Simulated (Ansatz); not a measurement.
# Pd: a slab and its surfaces, (110), 3 layers

Aim: cut a slab of Pd (110), 3 layers from the relaxed bulk, relax it, and get surface energy and work function. The runs shown use LAPW. Companion runs by PAW are cited. Its runs: bulk in the slab's orientation (LAPW); the reference run (LAPW); atoms relaxed (LAPW); no relativity (LAPW); vacuum of 22 Å (LAPW).

Computed with Ansatz 0.2.0 (DFT PBE, with the methods named in each step, unless a step's input says otherwise).

## 1. The system as given

The structure is cubic, space group Fm-3m (No. 225). Conventional cell: a = 3.946 Å, b = 3.946 Å, c = 3.946 Å, α = 90.00°, β = 90.00°, γ = 90.00°. Pd (site symmetry m-3m) is surrounded by 12 Pd at 2.79 Å.

Coordinates:

```cif
data_structure
_symmetry_space_group_name_H-M 'P 1'
_symmetry_Int_Tables_number 1
_cell_length_a 2.7903
_cell_length_b 3.9461
_cell_length_c 2.7903
_cell_angle_alpha 90.000
_cell_angle_beta 90.000
_cell_angle_gamma 90.000
_cell_volume 30.72
loop_
_atom_site_label
_atom_site_type_symbol
_atom_site_fract_x
_atom_site_fract_y
_atom_site_fract_z
_atom_site_occupancy
Pd1 Pd 0.00000 0.00000 0.00000 1
Pd2 Pd 0.50000 0.50000 0.50000 1
```

Atoms are numbered in the order of the input: Pd1, Pd2.

## 2. Bulk in the slab's orientation, LAPW

Contents of input.yaml:

```yaml
crystal:
  lattice:
    - [-1.9730522003, 1.9730522003, 0.0]
    - [0.0, 0.0, 3.9461044005]
    - [1.9730522003, 1.9730522003, 0.0]
  atoms:
    - { symbol: Pd, position: [0.0, 0.0, 0.0] }
    - { symbol: Pd, position: [0.5, 0.5, 0.5] }
kpoints:
  mp_grid: { grid: [12, 8, 12] }
scf:
  occupations: { method: fermi_dirac, width: 0.1 }
hamiltonian:
  xc: pbe
  pseudopotentials: { kind: all_electron, lapw: { basis_error: 0.001 } }
output:
  forces: true
  stress: true
  eigenvalues: true
```

The run is started by

```
ansatz run input.yaml --threads 1 --pin off --max-ram 3584MiB --backend cpu --events-out ev --progress --plain --runs-dir out
```

Further steps of the session: Slab as cut, LAPW; Atoms relaxed, LAPW; No relativity, LAPW; Vacuum of 22 Å, LAPW.

**Question.** What will these runs give? Wanted: surface energy; work function; outer layer spacing; core-level shifts among the layers (for each run or level that gives them).

**Answer**, as computed:

| quantity | value |
| --- | --- |
| surface energy (LAPW, relaxed) | 1.61 J/m² |
| work function (LAPW, relaxed) | 4.66 eV |
| outer layer spacing (LAPW) | 1.40 → 1.32 Å |
| surface energy (PAW, relaxed) | 1.60 J/m² |
| work function (PAW, relaxed) | 4.65 eV |
| outer layer spacing (PAW) | 1.40 → 1.32 Å |
| core-level shifts among the layers (PAW holes) | Pd1 +0.00, Pd2 +0.34 eV |

**Reading.** By LAPW the surface costs 1.64 J/m² as cut and 1.61 J/m² relaxed. The outermost spacing changes by -5.2 % (LAPW). No relativity moves the work function by -0.23 eV (LAPW). Vacuum of 22 Å moves the work function by less than 0.01 eV (LAPW). The outermost spacing changes by -5.2 % (PAW). Vacuum of 22 Å moves the work function by less than 0.01 eV (PAW). Thickness wasn't converged, and no reconstruction was sought.
